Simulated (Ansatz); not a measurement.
# CH₅FGeSiZn: up Jacob's ladder to CCSD(T)

One table from this session's results is given with a row withheld; the runs are named, their logs left out.

The runs use Ansatz 0.2.0, Gaussian basis; functionals in def2-TZVPP, the program's frozen cores in correlated methods.

Levels to be run: LDA (SPW92), PBE-D4, revPBE-D4, BLYP-D4, r2SCAN-D4, B97M-V, PBE0-D4, B3LYP-D4, r2SCANh-D4, r2SCAN0-D4, HSE06-D4, BHLYP-D4, CAM-B3LYP-D4, LC-ωPBE, ωB97X-V, ωB97M-V, B2PLYP, PBE-QIDH; CCSD(T)/def2-SVP; CCSD(T)/def2-TZVPP; MP2/def2-QZVPP; extrapolation to the limit; RPA on PBE.

**The relaxed structure**

All runs share one geometry, relaxed beforehand with PBE0-D4 in a triple-zeta def2 set.

SMILES `[F][Zn][GeH]1[CH2][SiH2]1`, 10 atoms, charge 0, spin multiplicity 1.

Atoms are counted from 1 here; the program's logs count them from 0.

Bond lengths: F1–Zn2 1.760 Å, Zn2–Ge3 2.336 Å, Ge3–C4 2.027 Å, Ge3–Si5 2.311 Å, Ge3–H6 1.534 Å, C4–Si5 1.870 Å, C4–H7 1.086 Å, C4–H8 1.087 Å, Si5–H9 1.481 Å, Si5–H10 1.481 Å. Angles: F1–Zn2–Ge3 178.3°, Zn2–Ge3–C4 117.1°, Zn2–Ge3–Si5 123.5°, Zn2–Ge3–H6 118.3°, C4–Ge3–Si5 50.6°, C4–Ge3–H6 110.8°, Si5–Ge3–H6 116.4°, Ge3–C4–Si5 72.6°, Ge3–C4–H7 116.3°, Ge3–C4–H8 114.1°, Si5–C4–H7 118.4°, Si5–C4–H8 118.2°, H7–C4–H8 111.9°, Ge3–Si5–C4 56.8°, Ge3–Si5–H9 120.2°, Ge3–Si5–H10 120.7°, C4–Si5–H9 116.8°, C4–Si5–H10 117.4° and more.

Set-up of the first run:

File in.yaml:

```yaml
crystal:
  periodic: [false, false, false]
  atoms:
    - {symbol: F, position_ang: [-3.895109, -1.911539, 0.583397]}
    - {symbol: Zn, position_ang: [-2.357365, -1.073404, 0.760158]}
    - {symbol: Ge, position_ang: [-0.328858, 0.071890, 0.935487]}
    - {symbol: C, position_ang: [1.160415, -0.487796, -0.320139]}
    - {symbol: Si, position_ang: [0.633489, 1.237932, -0.811960]}
    - {symbol: H, position_ang: [0.222264, 0.366888, 2.336223]}
    - {symbol: H, position_ang: [0.936805, -1.308871, -0.994891]}
    - {symbol: H, position_ang: [2.125179, -0.611971, 0.164355]}
    - {symbol: H, position_ang: [-0.083714, 1.375826, -2.100741]}
    - {symbol: H, position_ang: [1.586885, 2.341044, -0.551900]}
basis:
  gaussian: {orbitals: def2-TZVPP}
hamiltonian: {xc: lda}
output: {orbitals: {seedname: orbitals}}
```

Started as:

```sh
$ ansatz run in.yaml --threads 2 --pin off --events-out ev --progress --plain --max-ram 22528MiB --backend cuda --devices 0, --max-vram 18GiB
```

Steps of the session up to this table: LDA; PBE-D4 (GGA); revPBE-D4 (GGA); BLYP-D4 (GGA); r2SCAN-D4 (meta-GGA); B97M-V (meta-GGA); B3LYP-D4 (hybrid); r2SCANh-D4 (hybrid); r2SCAN0-D4 (hybrid); HSE06-D4 (hybrid); BHLYP-D4 (hybrid); CAM-B3LYP-D4 (range-separated); LC-ωPBE (range-separated); ωB97X-V (range-separated); ωB97M-V (range-separated); B2PLYP (double hybrid); PBE-QIDH (double hybrid).

One table of the session follows, with a row left open; its other results are not shown here.

It belongs to the step «Orbital energies across the functionals». 

| functional | HOMO (eV) | LUMO (eV) | gap (eV) |
| --- | --- | --- | --- |
| LDA (SPW92) | -6.01 | -2.35 | 3.66 |
| PBE-D4 | -5.85 | -2.10 | 3.75 |
| revPBE-D4 | -5.78 | -1.99 | 3.79 |
| BLYP-D4 | -5.69 | -2.04 | 3.64 |
| r2SCAN-D4 | ? | ? | ? |
| B97M-V | -6.03 | -1.99 | 4.04 |
| PBE0-D4 | -6.77 | -1.30 | 5.47 |
| B3LYP-D4 | -6.59 | -1.56 | 5.02 |
| r2SCANh-D4 | -6.39 | -1.58 | 4.81 |
| r2SCAN0-D4 | -6.90 | -1.18 | 5.72 |
| HSE06-D4 | -6.38 | -1.66 | 4.72 |
| BHLYP-D4 | -7.56 | -0.55 | 7.00 |
| CAM-B3LYP-D4 | -7.93 | -0.43 | 7.50 |
| LC-ωPBE | -9.13 | 0.66 | 9.78 |
| ωB97X-V | -8.84 | 0.55 | 9.39 |
| ωB97M-V | -8.70 | 0.29 | 8.99 |

**Question.** Estimate the row for r2SCAN-D4.

Worked estimate for «HOMO (eV)». Against the share of exact exchange, r2SCANh-D4 (0.1, -6.39), r2SCAN0-D4 (0.25, -6.90) give a slope of -3.40 per unit share; at 0 the line stands at -6.05.

As computed: HOMO (eV): -6.04; LUMO (eV): -1.86; gap (eV): 4.19. In «HOMO (eV)» the line misses by -0.01.
